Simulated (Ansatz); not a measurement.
The system is HfIn4SiO6.

```
Hf In Si O
1.0
     2.71585   -4.70357    0.00833
     2.71585    4.70357    0.00833
    -1.87915    0.00000    7.40127
Hf In Si O
1 4 1 6
Direct
  0.78835 0.21165 0.00000
  0.62175 0.37825 0.50000
  0.45502 0.54498 0.00000
  0.28407 0.71593 0.50000
  0.95814 0.04186 0.50000
  0.12168 0.87832 0.00000
  0.06219 0.11415 0.86666
  0.88585 0.93781 0.13334
  0.79490 0.53784 0.86663
  0.46216 0.20510 0.13337
  0.15352 0.62879 0.13333
  0.37121 0.84648 0.86667
```

The cell was built by a generator and needn't be a form met in nature.

Base run:

```yaml
Program: Ansatz 0.2.0
Functional: PBE
Potentials_or_basis: Ansatz PAW
Cutoff: 420 eV
Density_cutoff: 1680 eV
k_mesh: 6 × 6 × 4
Occupations: fermi-dirac, width 0.05 eV
Spin: no spin polarisation
```

Its results: band gap on the k mesh none (metal or under the smearing width); pressure 0.0 GPa; largest force 0.013 eV/Å.

Q: After a change of settings the same cell gave: band gap on the k mesh none (metal or under the smearing width); pressure -4.4 GPa; largest force 0.185 eV/Å. Which change was it?
A. functional from PBE to PBEsol
B. hubbard terms from none to Hf d U = 4 eV; hubbard projectors from none to ortho-atomic (the default)
C. potentials or basis from Ansatz PAW to SPMS NC; cutoff from 420 eV to 1034 eV; density cutoff from 1680 eV to 4136 eV; valence electrons from 118 to 104
D. potentials or basis from Ansatz PAW to PseudoDojo standard (PBE files); cutoff from 420 eV to 1143 eV; density cutoff from 1680 eV to 4572 eV; valence electrons from 118 to 104

A: A.

PBEsol binds more tightly than PBE, so the same cell stands under less pressure.

Caveats: the PAW data sets come from PBE, with cores solved anew for the run's functional, which leaves a small shift of forces and pressure (some runs).

Not every run made on this cell is shown here.
